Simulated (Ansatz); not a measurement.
# P (Cmce): compression over a wide range

The task here is to estimate one member of a computed series from the others.

Method: DFT r²SCAN, scalar-relativistic, plane waves, PAW, in Ansatz 0.2.0.

The runs add the D3(BJ) dispersion term to the functional named.

## The system as given

It takes space group Cmce (No. 64, orthorhombic). Conventional cell: a = 3.296 Å, b = 10.627 Å, c = 4.444 Å, α = 90.00°, β = 90.00°, γ = 90.00°. P (site symmetry m) is surrounded by 3 P at 2.21 to 2.25 Å.

As a file:

```
P
1.0
     1.64815   -5.31355    0.00000
     1.64815    5.31355    0.00000
     0.00000    0.00000    4.44396
P
4
Direct
  0.90047 0.09953 0.08466
  0.59953 0.40047 0.58466
  0.09953 0.90047 0.91534
  0.40047 0.59953 0.41534
```

An earlier run at r²SCAN left this cell at 19.459 Å³/atom and -0.04 GPa (12×12×10 mesh).

The first run:

input.yaml reads:

```yaml
crystal:
  lattice:
    - [1.6258789496, -5.2417406373, 0.0]
    - [1.6258789496, 5.2417406373, 0.0]
    - [0.0, 0.0, 4.3838948057]
  atoms:
    - { symbol: P, position: [0.9004730398, 0.0995269602, 0.0846551506] }
    - { symbol: P, position: [0.5995269602, 0.4004730398, 0.5846551506] }
    - { symbol: P, position: [0.0995269602, 0.9004730398, 0.9153448494] }
    - { symbol: P, position: [0.4004730398, 0.5995269602, 0.4153448494] }
basis:
  ecutwfc: 500
  ecutrho_ratio: 4
kpoints:
  mp_grid: { grid: [12, 12, 10] }
hamiltonian:
  xc: r2scan
  dispersion: d3bj
scf:
  occupations: { method: gaussian, width: 0.05 }
output:
  forces: true
  stress: true
  eigenvalues: true
relax:
  f_tol: 0.01
  max_steps: 40
  cell: { stress_tol: 0.1, fix: [volume] }
```

Run with:

```bash
$ ansatz run input.yaml --threads 2 --pin off --max-ram 5120MiB --backend cpu --events-out ev --progress --plain --runs-dir out
```

Among the steps run: Volume × 0.96; Volume × 1.04; Volume × 0.92; Volume × 0.88; Volume × 0.84; Volume × 0.8.

One of the session's tables, all rows but one given; the rest of the session is left out.

| volume (Å³/atom) | energy above the lowest (meV/atom) | pressure (GPa) | gap on the mesh (eV) |
| --- | --- | --- | --- |
| 15.567 | 96.0 | 9.2 | 0.00 |
| 16.346 | 56.7 | 6.9 | 0.00 |
| 17.124 | 28.9 | 4.6 | 0.00 |
| 17.902 | 11.5 | 2.7 | 0.00 |
| 18.681 | ? | ? | ? |
| 19.459 | 0.0 | 0.0 | 0.04 |
| 20.237 | 2.4 | -0.9 | 0.14 |

**Question.** Estimate the row for volume (Å³/atom) = 18.681.

Worked estimate for «energy above the lowest (meV/atom)». A straight line through the neighbours (17.902, 11.5) and (19.459, 0.0) gives 11.5 + (0.0 − 11.5) × (18.681 − 17.902) / (19.459 − 17.902) = 5.7; a parabola fitted to 4 rows on both sides gives 2.4.

The run gave: energy above the lowest (meV/atom): 2.6; pressure (GPa): 1.1; gap on the mesh (eV): 0.01. In «energy above the lowest (meV/atom)» the line misses by +3.1 and the parabola by -0.2.

Limits of these values: The k mesh is not the same at all volumes. Other structures may be lower in enthalpy at these pressures. Warnings in the runs' records: dispersion damping borrowed.
